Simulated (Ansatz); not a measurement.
Working through a geometry optimisation of F2H3OSi2, SMILES F[Si](F)O[SiH3]

Program: Ansatz 0.2.0 through its Python package.

Typed at the interpreter:
```pycon
>>> import itertools
>>> import ansatz as az
>>> from ase.data import atomic_numbers, covalent_radii
>>> import numpy as np
>>> geometry_ang = [
...     ("F", (-1.1759, -1.9851, 1.0819)),
...     ("Si", (-0.3277, -1.8406, -0.2524)),
...     ("F", (1.1517, -2.2264, 0.1092)),
...     ("O", (-0.2658, -0.2595, -0.772)),
...     ("Si", (0.0727, 1.2072, -0.1927)),
...     ("H", (-0.7318, 1.5363, 1.0319)),
...     ("H", (-0.1862, 2.2422, -1.2044)),
...     ("H", (1.5551, 1.269, 0.1428)),
... ]
>>> system = az.Crystal.molecule()
>>> for symbol, xyz in geometry_ang:
...     system = system.atom(symbol, xyz)
...
>>> calculation = system.calculation().basis(gaussian="def2-SVP").functional("b3lyp").spin("collinear", total=1)
>>> symbols = [site.symbol for site in system.cartesian_sites]
>>> start = np.array([site.position_ang for site in system.cartesian_sites], dtype=float)
>>> def progress(event):
...     if event["event"] == "relax_step":
...         row = event["data"]
...         print(f"step {row['step']:3d}  E = {row['lagrangian_ev']:.6f} eV  largest force component {row['allowed_force_max_ev_ang']:.4f} eV/A")
...
>>> rep = calculation.relax(force_tolerance=0.01).session().plan().execute(on_event=progress).report
step   1  E = -23278.555269 eV  largest force component 2.4187 eV/A
step   2  E = -23278.678512 eV  largest force component 1.5257 eV/A
step   3  E = -23278.755615 eV  largest force component 0.2414 eV/A
step   4  E = -23278.760918 eV  largest force component 0.3800 eV/A
step   5  E = -23278.764838 eV  largest force component 0.3047 eV/A
step   6  E = -23278.767681 eV  largest force component 0.0655 eV/A
step   7  E = -23278.769056 eV  largest force component 0.0508 eV/A
step   8  E = -23278.771930 eV  largest force component 0.1267 eV/A
step   9  E = -23278.764283 eV  largest force component 0.2684 eV/A
step  10  E = -23278.774629 eV  largest force component 0.0804 eV/A
step  11  E = -23278.777595 eV  largest force component 0.0873 eV/A
step  12  E = -23278.778931 eV  largest force component 0.1918 eV/A
step  13  E = -23278.780096 eV  largest force component 0.0849 eV/A
step  14  E = -23278.784432 eV  largest force component 0.0847 eV/A
step  15  E = -23278.783642 eV  largest force component 0.1775 eV/A
step  16  E = -23278.784807 eV  largest force component 0.0085 eV/A
>>> end = np.array(rep["positions_ang"])
>>> for key in ("converged", "free_energy_ev", "reference_energy_ev", "n_frozen", "n_occupied", "n_virtual"):
...     print(f"{key:22s} {rep[key]}")
...
converged              True
free_energy_ev         -23278.785063569718
reference_energy_ev    -23278.785063569718
n_frozen               0
n_occupied             [29, 28]
n_virtual              [64, 65]
>>> # pairs closer than 1.2 times the sum of covalent radii, before or after
>>> radius = [covalent_radii[atomic_numbers[s]] for s in symbols]
>>> span = lambda where, i, j: np.linalg.norm(where[i] - where[j])
>>> bonded = [(i, j) for i, j in itertools.combinations(range(len(symbols)), 2) if min(span(start, i, j), span(end, i, j)) < 1.2 * (radius[i] + radius[j])]
>>> print("pair        before    after (A)")
pair        before    after (A)
>>> for i, j in bonded:
...     print(f"{symbols[i]}{i}-{symbols[j]}{j}".ljust(10), f"{span(start, i, j):8.4f} {span(end, i, j):8.4f}")
...
F0-Si1       1.5877   1.6206
Si1-F2       1.5711   1.6204
Si1-O3       1.6654   1.6323
O3-Si4       1.6129   1.6708
Si4-H5       1.5017   1.4872
Si4-H6       1.4703   1.4899
Si4-H7       1.5211   1.4869
```

Total energies depend on the basis set; only differences at equal settings carry meaning. The end point is the stationary point reached from this start; no frequency run checks that it is a minimum, and the basis set is modest. The species is open-shell (spin multiplicity 2). b3lyp holds the VWN-RPA fit, as in Gaussian; the form of ORCA and Turbomole is b3lyp5. Finished in 98 s on 1 thread of Arm Neoverse V1, on a shared host, peak memory 0.34 GiB.

(Lines on the test bed's own set-up are left out of the output.)
